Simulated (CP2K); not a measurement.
Runs of CP2K 2026.2 on SnSe2. Symmetry: P-3m1, No. 164, trigonal system. The conventional cell has a = 3.811 Å, b = 3.811 Å, c = 6.136 Å, α = 90.00°, β = 90.00°, γ = 120.00°. Around Sn (site symmetry -3m) lie 6 Se at 2.68 Å. Se (site symmetry 3m) has 3 Sn at 2.68 Å as nearest neighbours. 

| level | D3 from the s-dftd3 library (D3_REFERENCE_CODE) | cutoff radius of the dispersion sum (A) | cutoff of the non-local correlation (Ry) | gap on the mesh (eV) | pressure (GPa) | largest force (eV/Å) |
| --- | --- | --- | --- | --- | --- | --- |
| r2SCAN+D3(BJ)+ATM | yes | 20 | - | 0.97 | -1.2 | 0.01 |
| r2SCAN+rVV10 | - | - | 300 | 0.94 | (b) | (a) |
| r2SCAN+D4 | - | 20 | - | 0.97 | -1.1 | 0.01 |
| r2SCAN+D3(BJ) | yes | 20 | - | 0.97 | -1.4 | 0.01 |
| r2SCAN | - | - | - | 0.97 | -0.3 | - |

Alike in all rows: task single point; potentials or basis POTENTIAL_UZH Sn GTH-SCAN-q4, Se GTH-SCAN-q6; TZVP-MOLOPT-SCAN-GTH basis; no spin polarisation; cell as given; k mesh 8 × 8 × 5; smearing fermi-dirac 0.05 eV.

Question: Fill in the values left out.

Answer: (a) 0.07; (b) -0.7.

Caveats: spin-orbit coupling is left out, which moves the levels of the heavy elements; an odd mesh through Γ misses points on the zone boundary, where band edges often lie; the basis of atomic orbitals isn't converged, which shifts pressures, moduli and gaps.

A k mesh can miss the band edges, and the runs leave out spin-orbit coupling on Se, Sn.
